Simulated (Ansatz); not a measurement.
# LuCd: the cost of one run

Computed with Ansatz 0.2.0 (DFT PBEsol, frozen-core PAW, scalar-relativistic unless said, unless a step's input says otherwise).

### Step 1. The starting structure

It takes space group Pm-3m (No. 221, cubic). Conventional cell: a = 3.641 Å, b = 3.641 Å, c = 3.641 Å, α = 90.00°, β = 90.00°, γ = 90.00°. Lu (site symmetry m-3m) has 8 Cd at 3.15 Å in its first shell of neighbours. Around Cd (site symmetry m-3m) lie 8 Lu at 3.15 Å.

As a file:

```cif
data_structure
_symmetry_space_group_name_H-M 'Pm-3m'
_symmetry_Int_Tables_number 221
_cell_length_a 3.6410
_cell_length_b 3.6410
_cell_length_c 3.6410
_cell_angle_alpha 90.000
_cell_angle_beta 90.000
_cell_angle_gamma 90.000
_cell_volume 48.27
loop_
_atom_site_label
_atom_site_type_symbol
_atom_site_symmetry_multiplicity
_atom_site_Wyckoff_symbol
_atom_site_fract_x
_atom_site_fract_y
_atom_site_fract_z
_atom_site_occupancy
Lu1 Lu 1 b 0.50000 0.50000 0.50000 1
Cd1 Cd 1 a 0.00000 0.00000 0.00000 1
```

Cartesian axes are those of the input's lattice vectors. The structure goes back to a database entry.

### Step 2. Cell and atoms relaxed, PAW

Contents of input.yaml:

```yaml
crystal:
  lattice:
    - [3.64099005, 0.0, 0.0]
    - [0.0, 3.64099005, 0.0]
    - [0.0, 0.0, 3.64099005]
  atoms:
    - { symbol: Lu, position: [0.5, 0.5, 0.5] }
    - { symbol: Cd, position: [0.0, 0.0, 0.0] }
kpoints:
  mp_grid: { grid: [10, 10, 10] }
scf:
  occupations: { method: fermi_dirac, width: 0.1 }
hamiltonian:
  xc: pbesol
  pseudopotentials: { kind: paw }
relax:
  f_tol: 0.002
  max_steps: 80
  cell: {}
output:
  forces: true
  stress: true
```

The run is started by

```bash
$ ansatz run input.yaml --threads 1 --pin off --max-ram 3072MiB --backend cpu --events-out ev --progress --plain --runs-dir out
```

What time and memory should one allow on 1 thread of Intel Xeon Platinum 8259CL at 2.50GHz (Skylake/Cascade Lake), shared host?

About 18 s, with a peak of 0.41 GiB.
